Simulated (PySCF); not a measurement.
# Cl4Ti ([TiCl4]-): the cost of one run

Computed with PySCF 2.14.0 and routines of our own; the level stands in each step. Atoms count from 0.

## Step 1: The starting structure

5 atoms, charge -1, states of the metal's open shell are computed; geometry from: model geometry, bond lengths from ionic radii.

## Step 2: Ligand-field states: state-averaged CASSCF in water

The job: settings as JSON, then the geometry in Å.

```
{"job": {"kind": "lf", "basis": {"metal": "x2c-TZVPall", "ligand": "x2c-SVPall"}, "nevpt": true, "solvent": "water"}, "charge": -1, "metal": "Ti", "open_shell": "d1"}
Ti     0.000000     0.000000     0.000000
Cl     1.304811     1.304811     1.304812
Cl    -1.304811    -1.304811     1.304812
Cl    -1.304811     1.304811    -1.304812
Cl     1.304811    -1.304811    -1.304812
```

With the program's defaults for keys left out, this is: state-averaged CASSCF of the metal d shell, SC-NEVPT2 on the averaged canonical orbitals, state-interaction spin-orbit coupling.

Command:

```console
$ OMP_NUM_THREADS=1 python lf_run.py task.json out
```

One launch serves the whole session: the jobs run in the order shown.

**Question.** How long does this first job take on 1 thread of Arm Neoverse V1, shared host, and how much memory does it need?

About 16 s, with a peak of 0.32 GiB.
